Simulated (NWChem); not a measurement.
**InH2O (SMILES [OH][InH]) at ROCCSD(T)/x2c-SVPall (DKH2)**

What is the vertical electron affinity of InH2O at ROCCSD(T)/x2c-SVPall (DKH2)? Input form: an ASE script.

Program for the calculation: NWChem 7.3.0.

**1. The structure to begin with**

The species is InH2O (4 atoms), meant as a doublet with charge 0. As SMILES, `[OH][InH]`. Geometry: relaxed at PBE0-D4/def2-TZVP.

Bond lengths: O1–In2 2.003 Å, O1–H3 0.960 Å, In2–H4 1.767 Å. Angles: O1–In2–H4 113.8°, In2–O1–H3 115.0°.

**2. The energy at ROCCSD(T)/x2c-SVPall (DKH2)**

run.py reads:

```python
from ase import Atoms
from ase.calculators.nwchem import NWChem

atoms = Atoms(['O', 'In', 'H', 'H'], positions=[
    [-0.298400, -1.020600, 0.295000],
    [0.563900, 0.746600, -0.088500],
    [0.236800, -1.629400, 0.809100],
    [-0.446700, 1.843000, -1.036000],
])

calc = NWChem(
    label='h2ino',
    theory='tce',
    memory='2200 mb',
    basis='x2c-SVPall',
    basispar='spherical',
    relativistic={'douglas-kroll': 'dkh'},
    scf={'nopen': '1', 'rohf': None, 'maxiter': '60'},
    tce={'scf': None, 'ccsd(t)': None, 'freeze': 'core 19', 'maxiter': '100'},
    task='energy',
)
atoms.calc = calc

print("Total energy (eV):", round(atoms.get_potential_energy(), 6))
```

Run with:

```sh
$ export ASE_NWCHEM_COMMAND="nwchem PREFIX.nwi > PREFIX.nwo"
$ python run.py
```

Output:

```text
Total energy (eV): -161974.302083
```

The calculator wrote h2ino.nwi:

```
title "h2ino"

permanent_dir h2ino

scratch_dir h2ino

start h2ino

geometry units angstrom nocenter noautosym noautoz
  O  -2.9840000000000000e-01 -1.0206000000000000e+00 2.9499999999999998e-01
  In 5.6389999999999996e-01 7.4660000000000004e-01 -8.8499999999999995e-02
  H  2.3680000000000001e-01 -1.6294000000000000e+00 8.0910000000000004e-01
  H  -4.4669999999999999e-01 1.8430000000000000e+00 -1.0360000000000000e+00
end

memory 2200 mb

basis spherical noprint
   * library x2c-SVPall
end

relativistic
  douglas-kroll dkh
end
scf
  nopen 1
  rohf
  maxiter 60
end
tce
  scf
  ccsd(t)
  freeze core 19
  maxiter 100
end

task tce energy
```

h2ino.nwo:

```text
Northwest Computational Chemistry Package (NWChem) 7.3.0
             --------------------------------------------------------

           Job information
           ---------------

    nwchem branch   = 7.3.0
    use scalapack   = T
    input           = h2ino.nwi
    prefix          = h2ino.
    data base       = h2ino/h2ino.db
    status          = startup
    nproc           =        1

           Memory information
           ------------------

    heap     =     72089598 doubles =      550.0 Mbytes
    stack    =     72089595 doubles =      550.0 Mbytes
    global   =    144179200 doubles =     1100.0 Mbytes (distinct from heap & stack)
    total    =    288358393 doubles =     2200.0 Mbytes
    verify   = yes
    hardfail = no

           Directory information
           ---------------------

  0 permanent = h2ino
  0 scratch   = h2ino

                                NWChem Input Module
                                -------------------

                                       h2ino
                                       -----

 Scaling coordinates for geometry "geometry" by  1.889725989
 (inverse scale =  0.529177249)

                             Geometry "geometry" -> ""
                             -------------------------

 Output coordinates in angstroms (scale by  1.889725989 to convert to a.u.)

  No.       Tag          Charge          X              Y              Z
 ---- ---------------- ---------- -------------- -------------- --------------
    1 O                    8.0000    -0.29840000    -1.02060000     0.29500000
    2 In                  49.0000     0.56390000     0.74660000    -0.08850000
    3 H                    1.0000     0.23680000    -1.62940000     0.80910000
    4 H                    1.0000    -0.44670000     1.84300000    -1.03600000

      Atomic Mass
      -----------

      O                 15.994910
      In               114.904100
      H                  1.007825

[... 2 lines left out ...]
            Nuclear Dipole moment (a.u.)
[... 86 lines left out ...]
         Quadratically convergent ROHF
[... 1 line left out ...]
 Convergence threshold     :          1.000E-04
[... 1 line left out ...]
 Final Fock-matrix accuracy:          1.000E-07
[... 10 lines left out ...]
       Final ROHF results
[... 2 lines left out ...]
         Total SCF energy =  -5952.154278442753
      One-electron energy =  -8462.169787197960
      Two-electron energy =   2375.788538627603
 Nuclear repulsion energy =    134.226970127604
[... 3 lines left out ...]
             Final eigenvalues
[... 44 lines left out ...]
                       ROHF Final Molecular Orbital Analysis
[... 366 lines left out ...]
 MICROCYCLE DIIS UPDATE:                   10                    5
   11   0.0000699629751  -0.2839457168924     0.2     0.2
   12   0.0000365337361  -0.2839506862762     0.1     0.1
   13   0.0000243864374  -0.2839508661476     0.2     0.2
   14   0.0000154632092  -0.2839516381779     0.2     0.2
   15   0.0000110342283  -0.2839514871975     0.2     0.2
 MICROCYCLE DIIS UPDATE:                   15                    5
   16   0.0000026467960  -0.2839517197216     0.2     0.2
   17   0.0000015265697  -0.2839516890511     0.2     0.2
   18   0.0000008306308  -0.2839517269175     0.2     0.2
   19   0.0000006236563  -0.2839517128632     0.2     0.2
   20   0.0000003717650  -0.2839517327519     0.1     0.1
 MICROCYCLE DIIS UPDATE:                   20                    5
   21   0.0000001539844  -0.2839517365238     0.1     0.1
   22   0.0000000750057  -0.2839517381242     0.1     0.1
 -----------------------------------------------------------------
 Iterations converged
 CCSD correlation energy / hartree =        -0.283951738124234
 CCSD total energy / hartree       =     -5952.438230180877326

 Singles contributions

 Doubles contributions
 CCSD(T)
 Using plain CCSD(T) code
             total no. of tasks           20
 total no. of tasks / no. procs           20
                         wl_min      3375000          12.2
                         wl_max      4492125          12.8
        thresh for no. of tasks           20

 CCSD[T]  correction energy / hartree =        -0.008875185383243
 CCSD[T] correlation energy / hartree =        -0.292826923507476
 CCSD[T] total energy / hartree       =     -5952.447105366260985
 CCSD(T)  correction energy / hartree =        -0.007629713851792
 CCSD(T) correlation energy / hartree =        -0.291581451976025
 CCSD(T) total energy / hartree       =     -5952.445859894729438

 Task  times  cpu:       44.3s     wall:       44.3s
 Total times  cpu:       44.3s     wall:       44.3s
```

Wall time 46 s (1 thread of Intel Xeon at 2.80GHz (Skylake/Cascade Lake), shared host); peak memory 0.3 GiB.

**3. The singlet anion**

run.py reads:

```python
from ase import Atoms
from ase.calculators.nwchem import NWChem

molecule = Atoms('OInHH', positions=[
    [-0.298400, -1.020600, 0.295000],
    [0.563900, 0.746600, -0.088500],
    [0.236800, -1.629400, 0.809100],
    [-0.446700, 1.843000, -1.036000],
])

calc = NWChem(
    label='mymol',
    theory='tce',
    memory='2200 mb',
    basis='x2c-SVPall',
    basispar='spherical',
    charge=-1,
    relativistic={'douglas-kroll': 'dkh'},
    scf={'nopen': '0', 'rhf': None, 'maxiter': '80'},
    tce={'scf': None, 'ccsd(t)': None, 'freeze': 'core 19', 'maxiter': '100'},
    task='energy',
)
molecule.calc = calc

e = molecule.get_potential_energy()
print(f"E = {e:.6f} eV")
```

Run with:

```sh
$ export ASE_NWCHEM_COMMAND="nwchem PREFIX.nwi > PREFIX.nwo"
$ python run.py
```

Output:

```text
E = -161975.019398 eV
```

The calculator wrote mymol.nwi:

```
title "mymol"

permanent_dir mymol

scratch_dir mymol

start mymol

geometry units angstrom nocenter noautosym noautoz
  O  -2.9840000000000000e-01 -1.0206000000000000e+00 2.9499999999999998e-01
  In 5.6389999999999996e-01 7.4660000000000004e-01 -8.8499999999999995e-02
  H  2.3680000000000001e-01 -1.6294000000000000e+00 8.0910000000000004e-01
  H  -4.4669999999999999e-01 1.8430000000000000e+00 -1.0360000000000000e+00
end

charge -1

memory 2200 mb

basis spherical noprint
   * library x2c-SVPall
end

relativistic
  douglas-kroll dkh
end
scf
  nopen 0
  rhf
  maxiter 80
end
tce
  scf
  ccsd(t)
  freeze core 19
  maxiter 100
end

task tce energy
```

mymol.nwo:

```text
Northwest Computational Chemistry Package (NWChem) 7.3.0
             --------------------------------------------------------

           Job information
           ---------------

    nwchem branch   = 7.3.0
    use scalapack   = T
    input           = mymol.nwi
    prefix          = mymol.
    data base       = mymol/mymol.db
    status          = startup
    nproc           =        1

           Memory information
           ------------------

    heap     =     72089598 doubles =      550.0 Mbytes
    stack    =     72089595 doubles =      550.0 Mbytes
    global   =    144179200 doubles =     1100.0 Mbytes (distinct from heap & stack)
    total    =    288358393 doubles =     2200.0 Mbytes
    verify   = yes
    hardfail = no

           Directory information
           ---------------------

  0 permanent = mymol
  0 scratch   = mymol

                                NWChem Input Module
                                -------------------

                                       mymol
                                       -----

 Scaling coordinates for geometry "geometry" by  1.889725989
 (inverse scale =  0.529177249)

                             Geometry "geometry" -> ""
                             -------------------------

 Output coordinates in angstroms (scale by  1.889725989 to convert to a.u.)

  No.       Tag          Charge          X              Y              Z
 ---- ---------------- ---------- -------------- -------------- --------------
    1 O                    8.0000    -0.29840000    -1.02060000     0.29500000
    2 In                  49.0000     0.56390000     0.74660000    -0.08850000
    3 H                    1.0000     0.23680000    -1.62940000     0.80910000
    4 H                    1.0000    -0.44670000     1.84300000    -1.03600000

      Atomic Mass
      -----------

      O                 15.994910
      In               114.904100
      H                  1.007825

[... 2 lines left out ...]
            Nuclear Dipole moment (a.u.)
[... 88 lines left out ...]
         Quadratically convergent ROHF
[... 1 line left out ...]
 Convergence threshold     :          1.000E-04
[... 1 line left out ...]
 Final Fock-matrix accuracy:          1.000E-07
[... 11 lines left out ...]
       Final RHF  results
[... 2 lines left out ...]
         Total SCF energy =  -5952.161590091344
      One-electron energy =  -8477.005484935411
      Two-electron energy =   2390.616924716463
 Nuclear repulsion energy =    134.226970127604
[... 3 lines left out ...]
             Final eigenvalues
[... 44 lines left out ...]
                       ROHF Final Molecular Orbital Analysis
[... 342 lines left out ...]
    6   0.0012114849682  -0.3029330477300     0.1     0.1
    7   0.0007419179891  -0.3030174517624     0.1     0.1
    8   0.0003645645775  -0.3030391371830     0.1     0.1
    9   0.0002752169414  -0.3030435510320     0.1     0.1
   10   0.0001444018850  -0.3030557287749     0.1     0.1
 MICROCYCLE DIIS UPDATE:                   10                    5
   11   0.0000365718485  -0.3030664902497     0.1     0.1
   12   0.0000208851320  -0.3030671547688     0.1     0.1
   13   0.0000125575753  -0.3030677804199     0.1     0.1
   14   0.0000086571781  -0.3030675252467     0.1     0.1
   15   0.0000055568199  -0.3030675994110     0.1     0.1
 MICROCYCLE DIIS UPDATE:                   15                    5
   16   0.0000013645600  -0.3030674022819     0.1     0.1
   17   0.0000007896235  -0.3030674978390     0.1     0.1
   18   0.0000004156758  -0.3030675342369     0.1     0.1
   19   0.0000002911790  -0.3030675414794     0.1     0.1
   20   0.0000001651418  -0.3030675544173     0.1     0.1
 MICROCYCLE DIIS UPDATE:                   20                    5
   21   0.0000000539775  -0.3030675656964     0.1     0.1
 -----------------------------------------------------------------
 Iterations converged
 CCSD correlation energy / hartree =        -0.303067565696402
 CCSD total energy / hartree       =     -5952.464657657040334

 Singles contributions

 Doubles contributions
    31a   (alpha)    31a   (beta ) ---    30a   (alpha)    30a   (beta )       -0.1026240868
 CCSD(T)
 Using plain CCSD(T) code

 CCSD[T]  correction energy / hartree =        -0.008392880717123
 CCSD[T] correlation energy / hartree =        -0.311460446413525
 CCSD[T] total energy / hartree       =     -5952.473050537757445
 CCSD(T)  correction energy / hartree =        -0.007563085068147
 CCSD(T) correlation energy / hartree =        -0.310630650764549
 CCSD(T) total energy / hartree       =     -5952.472220742108220

 Task  times  cpu:       37.6s     wall:       37.6s
 Total times  cpu:       37.7s     wall:       37.7s
```

Run time: 39 s. Hardware: 1 thread of Intel Xeon at 2.80GHz (Skylake/Cascade Lake), shared host; peak memory 0.28 GiB.

**4. What came out**

Level: ROCCSD(T)/x2c-SVPall (DKH2), 19 core orbitals frozen.

| quantity | value |
| --- | --- |
| doublet InH2O: total energy | -5952.44586 Eh |
| doublet InH2O: correlation energy (19 core orbitals frozen) | -291.6 mEh |
| doublet InH2O: (T) correction | -7.63 mEh |
| singlet anion: total energy | -5952.47222 Eh |
| singlet anion: HOMO energy (Hartree–Fock orbitals) | -0.67 eV |
| singlet anion: LUMO energy (Hartree–Fock orbitals) | 6.67 eV |
| singlet anion: HOMO–LUMO gap (to an unbound level, set by the basis) | 7.34 eV |
| singlet anion: correlation energy (19 core orbitals frozen) | -310.6 mEh |
| singlet anion: (T) correction | -7.56 mEh |
| vertical electron affinity (to the singlet anion) | 0.717 eV |

In words: At fixed nuclei the extra electron is bound by 0.72 eV (16.5 kcal/mol). The basis has no diffuse functions, so the error can be as large as this value. Mulliken charges (doublet InH2O) run from -0.70 on O1 to +0.67 on In2. The triples (doublet InH2O) make up 2.6 % of the correlation energy. The triples (singlet anion) make up 2.4 % of the correlation energy.
